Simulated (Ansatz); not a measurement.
# SiGeHS (doublet): from Hartree-Fock to the top rungs, cc-pVDZ

An exercise on one series of results from a longer session: the logs are not shown, and one member is left open.

Method: cc-pVDZ, core rule «outside noble gas», up to 24 orbitals frozen; program: Ansatz 0.2.0, Gaussian basis.

To be run: UHF; CCSD(T) on ROHF; CCSD(T) on UHF; BCCD(T) on ROHF; CISD as a restricted active space (open shells left free, so some higher excitations enter); CCSDT(Q) on ROHF; CCSDT(Q) on UHF; CASSCF and MRCISD+Q, 9 electrons in 9 orbitals; CASSCF and NEVPT2, 9 electrons in 9 orbitals.

16 further runs of the same task are left out: 7 that didn't finish, 9 set aside as unsound or not needed. Runs told in other sessions of the task aren't counted.

### What is computed

The geometry is a PBE0/def2-TZVP stationary point (not a proven minimum). No spin-orbit coupling is included. The filled d shell of Ge may be among the frozen orbitals whatever the setting's name suggests.

4 atoms, charge 0, spin multiplicity 2.

Atoms are counted from 1 here; the program's logs count them from 0.

Bond lengths: Ge1–S2 2.341 Å, Ge1–Si3 2.294 Å, Ge1–H4 1.540 Å, S2–Si3 2.134 Å. Angles: S2–Ge1–Si3 54.8°, S2–Ge1–H4 100.3°, Si3–Ge1–H4 155.1°, Ge1–S2–Si3 61.5°, Ge1–Si3–S2 63.7°.

Geometry (Å):

```xyz
4
charge 0, multiplicity 2
Ge    0.00000   -0.01781    0.91953
S     0.00000    0.99608   -1.19093
Si    0.00000   -1.13527   -1.08405
H     0.00000    1.22879    1.82403
```

Set-up of the first run:

File in.yaml:

```yaml
crystal:
  periodic: [false, false, false]
  atoms:
    - {symbol: Ge, position_ang: [0.000000, -0.017806, 0.919530]}
    - {symbol: S, position_ang: [0.000000, 0.996085, -1.190929]}
    - {symbol: Si, position_ang: [0.000000, -1.135267, -1.084049]}
    - {symbol: H, position_ang: [0.000000, 1.228792, 1.824031]}
basis:
  gaussian: {orbitals: cc-pVDZ}
magnetization: {spin_polarized: true, initial_magnetization: 1}
hamiltonian: {xc: hf}
output: {orbitals: {seedname: orbitals}}
```

On the command line:

```sh
> ansatz run in.yaml --threads 1 --pin off --events-out ev --progress --plain --max-ram 2393MiB
```

Among the steps run: UHF; CCSD(T) on ROHF; CCSD(T) on UHF; BCCD(T) on ROHF; CISD as a restricted active space (open shells left free, so some higher excitations enter); CCSDT(Q) on ROHF; CCSDT(Q) on UHF; CASSCF and MRCISD+Q, 9 electrons in 9 orbitals; CASSCF and NEVPT2, 9 electrons in 9 orbitals.

One of the session's tables, all rows but one given; the rest of the session is left out.

```
           method  from UCCSDT(Q) (kcal/mol)
             ROHF                    +218.73
              UHF                          ?
             RMP2                     +33.83
             UMP2                     +35.15
             CISD                     +39.17
            RCCSD                     +12.43
            UCCSD                     +12.34
         RCCSD(T)                      +2.01
         UCCSD(T)                      +2.13
          BCCD(T)                      +1.96
           RCCSDT                      +1.04
           UCCSDT                      +1.03
        RCCSDT(Q)                      +0.13
        UCCSDT(Q)                          0
  CASSCF frontier                    +171.83
  NEVPT2 frontier                     +35.15
  MRCISD frontier                     +24.02
MRCISD+Q frontier                      +4.17
```

Q: Estimate the row for UHF from the others.

**Answer.** from UCCSDT(Q) (kcal/mol): +215.41. In the column «from UCCSDT(Q) (kcal/mol)» it lies between CASSCF frontier (+171.83) and ROHF (+218.73).

With the free atoms at the same levels and basis (separate runs), the atomisation energy is 8.824 eV at UCCSDT(Q), 8.777 eV at RCCSD(T), 8.761 eV at UCCSD(T), 5.812 eV at ROHF.

To keep in mind: Restricted and unrestricted rows rest on different reference determinants; a gap between their highest levels can come from leftover correlation error, from unlike frozen cores or from another state.
